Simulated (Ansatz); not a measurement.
Write a Python script for the Ansatz DFT code, driven from Python that makes a single point from a YAML input of TiZn3, space group Pm-3m. Use: LDA, PAW, the default cutoff (420 eV here), 6×6×6 k-points, cold smearing of 0.15 eV.

Input file `input.yaml`:
```yaml
crystal:
  lattice:
    - [3.9322, 0.0, 0.0]
    - [0.0, 3.9322, 0.0]
    - [0.0, 0.0, 3.9322]
  atoms:
    - { symbol: Ti, position: [0.0, 0.0, 0.0] }
    - { symbol: Zn, position: [0.0, 0.5, 0.5] }
    - { symbol: Zn, position: [0.5, 0.0, 0.5] }
    - { symbol: Zn, position: [0.5, 0.5, 0.0] }
kpoints:
  mp_grid: { grid: [6, 6, 6] }
hamiltonian:
  xc: lda
scf:
  occupations: { method: cold, width: 0.15 }
output:
  stress: true
  eigenvalues: true
```

`yaml_run_tizn3.py`
```python
# -*- coding: utf-8 -*-
"""TiZn3 from YAML text."""

from collections import Counter

import ansatz as az


def main():
    planned = az.Session.from_deck("input.yaml").plan(threads=1, pin="off")
    outcome = planned.execute()
    report = outcome.report

    print(f"free energy      {report['free_energy_ev']:.5f} eV")
    print(f"per atom         {report['free_energy_ev'] / len(outcome.lattice.sites):.5f} eV")
    print(f"SCF iterations   {report['n_iterations']}  (converged: {report['converged']})")

    edges = report.get("band_edges_ev")
    if edges:
        print(f"band edges on the mesh: {edges[0]:.3f} and {edges[1]:.3f} eV, gap {edges[1] - edges[0]:.3f} eV")
    else:
        print("no band edges reported (a metal, or a gap too narrow for this smearing); Fermi level", round(report["fermi_energy_ev"], 3), "eV")

    told = Counter((n["data"]["severity"], n["data"]["kind"]) for n in outcome.notices if n["event"] == "notice")
    for (severity, kind), count in sorted(told.items()):
        print(f"{severity:8s} {kind} x{count}")


if __name__ == "__main__":
    main()
```

```console
$ python yaml_run_tizn3.py
DeckWarning: basis.ecutwfc = 420 eV, auto-derived from the records' recommended cutoffs: set by Ti (normal level)
free energy      -12189.79197 eV
per atom         -3047.44799 eV
SCF iterations   7  (converged: True)
no band edges reported (a metal, or a gap too narrow for this smearing); Fermi level 11.339 eV
audit    band_cg_iterations x1
audit    preconditioner_resolved x1
```
(Warnings from the package without file and line, repeats left out.)

Caveats:
- Absolute energies stand on the zero of these potentials, so only differences at equal settings mean something.
- No spin polarisation was allowed.
- The mesh is modest for a metal, so energies can be off by several to tens of meV an atom and pressures by half a GPa or more; differences at equal mesh fare better.
- The zero of the levels is a convention of the potentials, so an absolute Fermi energy is no work function.
- At these settings the cell as given stands under about -10 GPa, so it isn't at this functional's equilibrium volume.
- The structure is a deposited one; some such entries were measured under pressure or heat, so a shift against it needn't be the functional's error alone.
- Gaps and levels are Kohn-Sham values on a finite set of k-points.
- Hardware and time: 4.5 s on 1 thread of Arm Neoverse N1, on a shared host, peak memory 0.38 GiB.

(A comment or docstring line of the script was reworded after the run, the code is as it ran; lines on the test bed's own set-up are left out of the output.)
